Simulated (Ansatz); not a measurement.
Consider cell relaxations under several functionals of AlNi, space group Cmmm (Ansatz 0.2.0, Python API).

The script, `lattice.py`:
```python
import logging
import sys
import warnings

import ansatz
import numpy as np

logging.basicConfig(stream=sys.stdout, format="%(levelname)s:%(name)s:%(message)s")
log = logging.getLogger("run")
log.setLevel(logging.INFO)

OCCUPATIONS = "fermi_dirac"
WIDTH_EV = 0.15
KMESH = (9, 9, 8)

def edges_and_angles(cell):
    cell = np.asarray(cell)
    a, b, c = np.linalg.norm(cell, axis=1)
    cosines = cell[1] @ cell[2] / (b * c), cell[0] @ cell[2] / (a * c), cell[0] @ cell[1] / (a * b)
    return (a, b, c, *np.degrees(np.arccos(cosines)))


def main() -> None:
    warnings.simplefilter("ignore", ansatz.DeckWarning)

    alni = (
        ansatz.Lattice.of([1.938694, -1.95319, 0.0], [1.938694, 1.95319, 0.0], [0.0, 0.0, 3.09943])
        .atom("Al", [0.0, 0.0, 0.0])
        .atom("Ni", [0.5, 0.5, 0.5])
        .moments(Ni=1.5)
    )

    calculation = (
        alni.calculation()
        .spin("collinear")
        .occupations(OCCUPATIONS, width=WIDTH_EV)
        .kpoints(*KMESH)
        .relax(cell=True)
    )

    levels = [("pbesol", "d3bj"), ("pbesol", "none"), ("r2scan", "d4")]
    log.info("level            a       b       c    alpha   beta  gamma  V/atom  steps")
    for name, dispersion in levels:
        seen = []
        run = calculation.functional(name, dispersion=dispersion).session().plan()
        done = run.execute(on_event=lambda e: seen.append(e) if e["event"] == "relax_step" else None)
        cell = done.lattice.cell_ang
        label = name if dispersion == "none" else f"{name}+{dispersion}"
        print("{:13s} {:7.4f} {:7.4f} {:7.4f} {:6.2f} {:6.2f} {:6.2f}".format(label, *edges_and_angles(cell)), f"{abs(np.linalg.det(cell)) / len(done.lattice.sites):7.3f} {len(seen):5d}")


if __name__ == "__main__":
    main()
```

Rank the levels of theory by the volume of the relaxed cell.

From smallest to largest: PBEsol+D3BJ (11.36 Å³ an atom, -3.2 % against the start), r2SCAN+D4 (11.64 Å³ an atom, -0.9 % against the start) and PBEsol (11.74 Å³ an atom, +0.0 % against the start). The spread is 3.3 % in volume.

The run itself:

Running `python lattice.py` prints:
```text
INFO:run:level            a       b       c    alpha   beta  gamma  V/atom  steps
RunWarning: the starting moments were not kept: the SCF closed with an absolute magnetisation of 1.0e-6 μB, where they sum to 1.5 μB in size (1 site). That is at most 0.1 of that sum. Measured as dr2_m measures the in/out step, that magnetisation stands 6.7e-13 eV from none, at or under the dr2_threshold of 1.0e-7 eV: [...]
pbesol+d3bj    2.8222  2.8222  2.8532  90.00  90.00  90.00  11.362     6
pbesol         2.8547  2.8547  2.8815  90.00  90.00  90.00  11.741     8
r2scan+d4      2.8440  2.8440  2.8772  90.00  90.00  90.00  11.636     6
```
(Warnings from the package without file and line, shortened, repeats left out.)

The SCF didn't keep the moments it started from (some shrank, vanished or turned); what is printed is the state reached. Forces vanish by symmetry, so the ions can't move, and the end may be a saddle. Dispersion corrections can be off by several per cent in the lattices of metals, and by several GPa in the pressure at a fixed cell. The mesh is modest for a metal, so energies can be off by several to tens of meV an atom and pressures by half a GPa or more; differences at equal mesh fare better. Within a few hundredths of an angstrom the cell has the higher group P4/mmm; the lower one is a small distortion. Edges and angles are those of the cell as typed, here a primitive one, not of the conventional cell. The cell relaxed to the group P4/mmm; tensors and edges are in the axes of the typed cell. r2SCAN tends to overestimate the moments of itinerant magnets. This cell is a computed structure, which may not be the phase found in nature. The script silences the warnings on its input, which a real study should read. It ran for 2.8 min on 1 thread of Arm Neoverse V2 (shared host), peak memory 0.56 GiB.

(Lines on the test bed's own set-up are left out of the output.)
